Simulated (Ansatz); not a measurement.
# C₂H₄BN (SMILES B#CNC): single points off equilibrium

A test off equilibrium: a frame of a short trajectory is computed at several levels, and each is set against CCSD(T).

Method: single points in def2-TZVPP; program: Ansatz 0.2.0, Gaussian basis.

Cores are frozen in the correlated methods.

### 1 The starting structure

SMILES `B#CNC`, 8 atoms, charge 0, spin multiplicity 1.

Atoms are counted from 1 here; the program's logs count them from 0.

Bond lengths: B1–C2 1.593 Å, C2–N3 1.281 Å, N3–C4 1.462 Å, N3–H5 1.074 Å, C4–H6 1.108 Å, C4–H7 1.115 Å, C4–H8 1.116 Å. Angles: B1–C2–N3 137.7°, C2–N3–C4 120.1°, C2–N3–H5 120.5°, C4–N3–H5 118.9°, N3–C4–H6 103.8°, N3–C4–H7 105.7°, N3–C4–H8 116.4°, H6–C4–H7 108.5°, H6–C4–H8 109.7°, H7–C4–H8 112.1°.

As a file:

```mol
C2H4BN
  3D, bonds by distance, orders not assigned

  8  7  0  0  0  0  0  0  0  0999 V2000
    2.7225   -0.2096    0.1664 B   0  0
    1.2939   -0.5135   -0.4686 C   0  0
    0.1820    0.1007   -0.6380 N   0  0
   -0.8919   -0.0414    0.3440 C   0  0
    0.0698    0.8170   -1.4303 H   0  0
   -0.6728    0.7482    1.0901 H   0  0
   -0.7332   -1.0356    0.8235 H   0  0
   -1.9331    0.0797   -0.0380 H   0  0
  1  2  8  0
  2  3  8  0
  3  4  8  0
  3  5  8  0
  4  6  8  0
  4  7  8  0
  4  8  8  0
M  END
```

### 2 PBE-D4/def2-TZVPP

Contents of run/in.yaml:

```yaml
crystal:
  periodic: [false, false, false]
  atoms:
    - {symbol: B, position_ang: [2.722521, -0.209587, 0.166431]}
    - {symbol: C, position_ang: [1.293854, -0.513511, -0.468616]}
    - {symbol: N, position_ang: [0.182008, 0.100688, -0.638027]}
    - {symbol: C, position_ang: [-0.891905, -0.041386, 0.343990]}
    - {symbol: H, position_ang: [0.069849, 0.816990, -1.430334]}
    - {symbol: H, position_ang: [-0.672810, 0.748192, 1.090061]}
    - {symbol: H, position_ang: [-0.733210, -1.035648, 0.823534]}
    - {symbol: H, position_ang: [-1.933060, 0.079704, -0.037990]}
basis:
  gaussian: {orbitals: def2-TZVPP}
hamiltonian: {xc: pbe, dispersion: d4}
output: {forces: true}
```

Command:

```console
ansatz run in.yaml --threads 2 --pin off --events-out ev --progress --plain --max-ram 3481MiB
```

### 3 r2SCAN-D4/def2-TZVPP

run/in.yaml: that of step 2 with these lines changed.

```diff
@@ -13,3 +13,3 @@
   gaussian: {orbitals: def2-TZVPP}
-hamiltonian: {xc: pbe, dispersion: d4}
+hamiltonian: {xc: r2scan, dispersion: d4}
 output: {forces: true}
```

### 4 PBE0-D4/def2-TZVPP

run/in.yaml: that of step 3 with these lines changed.

```diff
@@ -13,3 +13,3 @@
   gaussian: {orbitals: def2-TZVPP}
-hamiltonian: {xc: r2scan, dispersion: d4}
-output: {forces: true}
+hamiltonian: {xc: pbe0, dispersion: d4}
+output: {forces: true, orbitals: {seedname: orbitals}}
```

### 5 wB97M-V/def2-TZVPP

run/in.yaml: that of step 4 with these lines changed.

```diff
@@ -13,3 +13,3 @@
   gaussian: {orbitals: def2-TZVPP}
-hamiltonian: {xc: pbe0, dispersion: d4}
-output: {forces: true, orbitals: {seedname: orbitals}}
+hamiltonian: {xc: {name: wB97M-V}}
+output: {forces: true}
```

### 6 CCSD(T)/def2-TZVPP

run/in.yaml: that of step 5 with these lines changed.

```diff
@@ -13,3 +13,3 @@
   gaussian: {orbitals: def2-TZVPP}
-hamiltonian: {xc: {name: wB97M-V}}
+correlation: {method: ccsd_t}
 output: {forces: true}
```

(Steps that only read results are left out.)

Before running it: what results should come out? Wanted: energy less free atoms, CCSD(T)/def2-TZVPP; RMS force component; RMS force error; HOMO and LUMO, PBE0-D4; T1 diagnostic.

**Answer**, as computed:

| quantity | value |
| --- | --- |
| energy less free atoms, CCSD(T)/def2-TZVPP | -28.341 eV |
| RMS force component | 1.008 to 1.069 eV/Å over the methods |
| RMS force error | PBE-D4 0.230, r2SCAN-D4 0.198, PBE0-D4 0.278, wB97M-V 0.285 eV/Å |
| HOMO and LUMO, PBE0-D4 | -5.88 and -2.68 eV |
| T1 diagnostic | 0.032 |

In words: Against CCSD(T) the functionals' energies less atoms differ by -2.381 to -1.057 eV, PBE-D4 by -2.381 eV. A larger basis would deepen the CCSD(T) value, while the functionals are nearly converged already, so the order here is not reliable. On forces the order runs from r2SCAN-D4 to wB97M-V. The T1 diagnostic is large here, over the usual mark for main-group molecules (transition-metal compounds often pass it harmlessly), so CCSD(T) itself may be off. The restricted Hartree–Fock reference is unstable towards an unrestricted one at one or more of these structures.
